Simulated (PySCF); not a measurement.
# [Dy(H2O)7]3+: other functionals and bases at one geometry

Aim: see how levels, charges and forces of [Dy(H2O)7]3+ depend on the level of theory. The species was built from a template and needn't be a known compound.

The runs use PySCF 2.14.0; several levels, as the steps say, no spin–orbit coupling.

2 further runs of the same task are left out: 2 for a known fault of the program.

## (1) The starting structure

22 atoms, charge 3, spin multiplicity 1.

Bond lengths: Dy1–O2 2.383 Å, Dy1–O5 2.383 Å, Dy1–O8 2.448 Å, Dy1–O11 2.432 Å, Dy1–O14 2.442 Å, Dy1–O17 2.442 Å, Dy1–O20 2.432 Å, O2–H3 0.987 Å, O2–H4 0.987 Å, O5–H6 0.987 Å, O5–H7 0.987 Å, O8–H9 0.984 Å, O8–H10 0.984 Å, O11–H12 0.984 Å, O11–H13 0.984 Å, O14–H15 0.984 Å, O14–H16 0.984 Å, O17–H18 0.984 Å and more. Angles: O2–Dy1–O5 179.9°, O2–Dy1–O8 90.1°, O2–Dy1–O11 90.0°, O2–Dy1–O14 89.9°, O2–Dy1–O17 89.9°, O2–Dy1–O20 90.0°, O5–Dy1–O8 90.1°, O5–Dy1–O11 90.0°, O5–Dy1–O14 89.9°, O5–Dy1–O17 89.9°, O5–Dy1–O20 90.0°, O8–Dy1–O11 72.0°, O8–Dy1–O14 144.0°, O8–Dy1–O17 144.0°, O8–Dy1–O20 72.0°, O11–Dy1–O14 71.9°, O11–Dy1–O17 144.0°, O11–Dy1–O20 144.0° and more.

Geometry (Å):

```xyz
22

Dy    0.0000    0.0000    0.0000
O    -0.0027    0.0000    2.3834
H     0.7697    0.0000    2.9987
H    -0.7768    0.0000    2.9965
O    -0.0027    0.0000   -2.3834
H     0.7697    0.0000   -2.9987
H    -0.7768    0.0000   -2.9965
O     2.4482    0.0000    0.0000
H     3.0615    0.0000    0.7698
H     3.0615    0.0000   -0.7698
O     0.7511    2.3131    0.0000
H     0.9187    2.8965    0.7746
H     0.9187    2.8965   -0.7746
O    -1.9747    1.4368    0.0000
H    -2.4449    1.8267    0.7718
H    -2.4449    1.8267   -0.7718
O    -1.9747   -1.4368    0.0000
H    -2.4449   -1.8267    0.7718
H    -2.4449   -1.8267   -0.7718
O     0.7511   -2.3131    0.0000
H     0.9187   -2.8965    0.7746
H     0.9187   -2.8965   -0.7746
```

Formal oxidation states: Dy +3. Each metal's 9 4f electrons lie in its core potential, so multiplicities, spins and levels count the valence alone. An earlier session relaxed this geometry at BP86, Dy lcecp-1-SVP with ECP55, O def2-SVP, H def2-SVP (singlet, point group C2v).

At BP86 on the finer grid: E = -570.957269 Eh, HOMO -18.93 eV, LUMO -13.87 eV, Mulliken charge on Dy1 +0.94 e, largest force component 0.006 eV/Å. 

Levels to run: M06-L; BLYP; wB97X; B3LYP; BP86, TZVP. Hardware: 4 threads of Intel Xeon at 2.50GHz (Skylake/Cascade Lake), shared host.

## (2) M06-L

run.py (the lines that set the calculation)

```python
mol = gto.M(atom='''
Dy     0.00002     0.00000     0.00000
O     -0.00267     0.00000     2.38345
H      0.76974     0.00000     2.99866
H     -0.77682     0.00000     2.99650
O     -0.00267     0.00000    -2.38345
H      0.76974     0.00000    -2.99866
H     -0.77682     0.00000    -2.99650
O      2.44824     0.00000     0.00000
H      3.06150     0.00000     0.76982
H      3.06150     0.00000    -0.76982
O      0.75110     2.31311     0.00000
H      0.91873     2.89649     0.77461
H      0.91873     2.89649    -0.77461
O     -1.97470     1.43683     0.00000
H     -2.44491     1.82665     0.77176
H     -2.44491     1.82665    -0.77176
O     -1.97470    -1.43683     0.00000
H     -2.44491    -1.82665     0.77176
H     -2.44491    -1.82665    -0.77176
O      0.75110    -2.31311     0.00000
H      0.91873    -2.89649     0.77461
H      0.91873    -2.89649    -0.77461''',
    basis={'Dy': 'lcecp-1-SVP', 'O': 'def2-SVP', 'H': 'def2-SVP'},
    ecp={'Dy': 'lcecp-1-SVP'},
    charge=3, spin=0)
mf = dft.RKS(mol, xc='M06L')
mf.grids.atom_grid = (75, 302)  # f atoms: unpruned, at least (60, 302)
mf = mf.density_fit()  # fitting sets: Dy AutoAux, O def2-universal-JKFIT, H def2-universal-JKFIT
mf.conv_tol = 1e-08; mf.max_cycle = 55
mf.kernel(dm0)  # dm0: the density of the relaxed state
```

Launch:

```bash
OMP_NUM_THREADS=4 python run.py
```

## (3) BLYP

run.py (the lines that set the calculation): that of step 2 with these lines changed.

```diff
@@ -26,3 +26,3 @@
     charge=3, spin=0)
-mf = dft.RKS(mol, xc='M06L')
+mf = dft.RKS(mol, xc='BLYP')
 mf.grids.atom_grid = (75, 302)  # f atoms: unpruned, at least (60, 302)
```

## (4) wB97X

run.py (the lines that set the calculation): that of step 3 with these lines changed.

```diff
@@ -26,3 +26,3 @@
     charge=3, spin=0)
-mf = dft.RKS(mol, xc='BLYP')
+mf = dft.RKS(mol, xc='WB97X')
 mf.grids.atom_grid = (75, 302)  # f atoms: unpruned, at least (60, 302)
```

## (5) B3LYP

run.py (the lines that set the calculation): that of step 4 with these lines changed.

```diff
@@ -26,3 +26,3 @@
     charge=3, spin=0)
-mf = dft.RKS(mol, xc='WB97X')
+mf = dft.RKS(mol, xc='B3LYP')
 mf.grids.atom_grid = (75, 302)  # f atoms: unpruned, at least (60, 302)
```

## (6) BP86, TZVP

Basis: Dy lcecp-1-TZVP with ECP55, O def2-TZVP, H def2-TZVP. 

run.py (the lines that set the calculation): that of step 5 with these lines changed.

```diff
@@ -23,6 +23,6 @@
 H      0.91873    -2.89649    -0.77461''',
-    basis={'Dy': 'lcecp-1-SVP', 'O': 'def2-SVP', 'H': 'def2-SVP'},
-    ecp={'Dy': 'lcecp-1-SVP'},
+    basis={'Dy': 'lcecp-1-TZVP', 'O': 'def2-TZVP', 'H': 'def2-TZVP'},
+    ecp={'Dy': 'lcecp-1-TZVP'},
     charge=3, spin=0)
-mf = dft.RKS(mol, xc='B3LYP')
+mf = dft.RKS(mol, xc='B88,P86')
 mf.grids.atom_grid = (75, 302)  # f atoms: unpruned, at least (60, 302)
@@ -30,2 +30,2 @@
 mf.conv_tol = 1e-08; mf.max_cycle = 55
-mf.kernel(dm0)  # dm0: the density of the relaxed state
+mf.kernel(dm0)  # dm0: free metal ions and neutral atoms
```

What does the calculation give? Wanted: for each run, HOMO; gap; charge on Dy1; dipole; largest force.

As calculated:

| level | state | HOMO (eV) | gap (eV) | charge on Dy1 (e) | dipole (D) | largest force (eV/Å) | basis functions | time |
| --- | --- | --- | --- | --- | --- | --- | --- | --- |
| BP86 (relaxed here) | singlet | -18.93 | 5.06 | 0.94 | 0.02 | 0.01 | 201 | 59 s |
| M06-L | singlet | -19.35 | 5.99 | 1.36 | 0.01 | 0.61 | 201 | 86 s |
| BLYP | singlet | -18.72 | 5.08 | 0.88 | 0.03 | 0.06 | 201 | 56 s |
| wB97X | singlet | -23.32 | 12.75 | 1.12 | 0.02 | 0.64 | 201 | 72 s |
| B3LYP | singlet | -20.42 | 7.41 | 1.09 | 0.03 | 0.50 | 201 | 54 s |
| BP86, TZVP | singlet | -19.07 | 5.11 | 1.74 | 0.03 | 0.36 | 348 | 3 min |

Times are on 4 threads of Intel Xeon at 2.50GHz (Skylake/Cascade Lake), shared host; the first row also made further properties. The dipole of a charged species depends on the origin, so these sizes hold for this origin alone.

In one basis the HOMO–LUMO gap runs from 5.06 eV (BP86) to 12.75 eV (wB97X). The largest leftover force, 0.64 eV/Å with wB97X, stands at a geometry relaxed at another level. The Mulliken charge on Dy spans +0.88 to +1.74 e over the levels. With 4f in the core, its levels are missing from HOMO and gap. Total energies of different levels can't be compared. Spin–orbit coupling is left out throughout.
